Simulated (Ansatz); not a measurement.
What does this script print? It uses Ansatz's Python interface.

`bend_ch5alosi.py`
```python
from dataclasses import dataclass
import logging
import sys

import ansatz as az
from ase import Atoms

logging.basicConfig(stream=sys.stdout, format="%(levelname)s:%(name)s:%(message)s")
log = logging.getLogger("ansatz_job")
log.setLevel(logging.INFO)


@dataclass(frozen=True)
class Options:
    basis_set: str = "def2-SVP"
    xc: str = "pbe0"
    fmax: float = 0.02


cfg = Options()

atoms = Atoms(["O", "Si", "C", "Al", "H", "H", "H", "H", "H"], positions=[
    (-0.6006, 0.5446, -1.8614),
    (0.1853, 0.7852, -0.3902),
    (0.6526, -0.8742, 0.2831),
    (-0.7565, -0.3646, 1.4341),
    (-1.1047, 1.4486, -2.0341),
    (1.4024, 1.6311, -0.4625),
    (1.6953, -0.8728, 0.8148),
    (0.5369, -1.701, -0.407),
    (-1.9222, -0.6433, 2.6062),
])

first = (
    az.Crystal.molecule_from_ase(atoms).calculation()
    .basis(gaussian=cfg.basis_set)
    .functional(cfg.xc)
    .relax(force_tolerance=cfg.fmax, max_steps=80)
)
atoms.positions = first.run().report["positions_ang"]

rows = []
for angle in [90, 100, 110, 120, 135, 150, 165, 179]:
    bent = atoms.copy()
    bent.set_angle(1, 0, 4, angle, indices=[4])
    setup = (
        az.Crystal.molecule_from_ase(bent).calculation()
        .basis(gaussian=cfg.basis_set)
        .functional(cfg.xc)
    )
    rows.append((angle, setup.run().report["free_energy_ev"]))
floor = min(e for _, e in rows)
for angle, e in rows:
    log.info(f"angle Si1-O0-H4 = {angle:3d} deg   {1000 * (e - floor):9.1f} meV")
```

Output of `python bend_ch5alosi.py`:
```text
INFO:ansatz_job:angle Si1-O0-H4 =  90 deg       264.8 meV
INFO:ansatz_job:angle Si1-O0-H4 = 100 deg        81.7 meV
INFO:ansatz_job:angle Si1-O0-H4 = 110 deg         2.0 meV
INFO:ansatz_job:angle Si1-O0-H4 = 120 deg         0.0 meV
INFO:ansatz_job:angle Si1-O0-H4 = 135 deg        93.8 meV
INFO:ansatz_job:angle Si1-O0-H4 = 150 deg       239.7 meV
INFO:ansatz_job:angle Si1-O0-H4 = 165 deg       370.7 meV
INFO:ansatz_job:angle Si1-O0-H4 = 179 deg       433.8 meV
```

The scan is rigid, and the energies are electronic, in a modest basis. The zero is the lowest point of the grid, which needn't be the minimum. The whole script took 81 s on 1 thread of Intel(R) Xeon(R) Platinum 8259CL CPU @ 2.50GHz (Skylake/Cascade Lake), on a shared host, peak memory 0.26 GiB.

(Lines on the test bed's own set-up are left out of the output.)
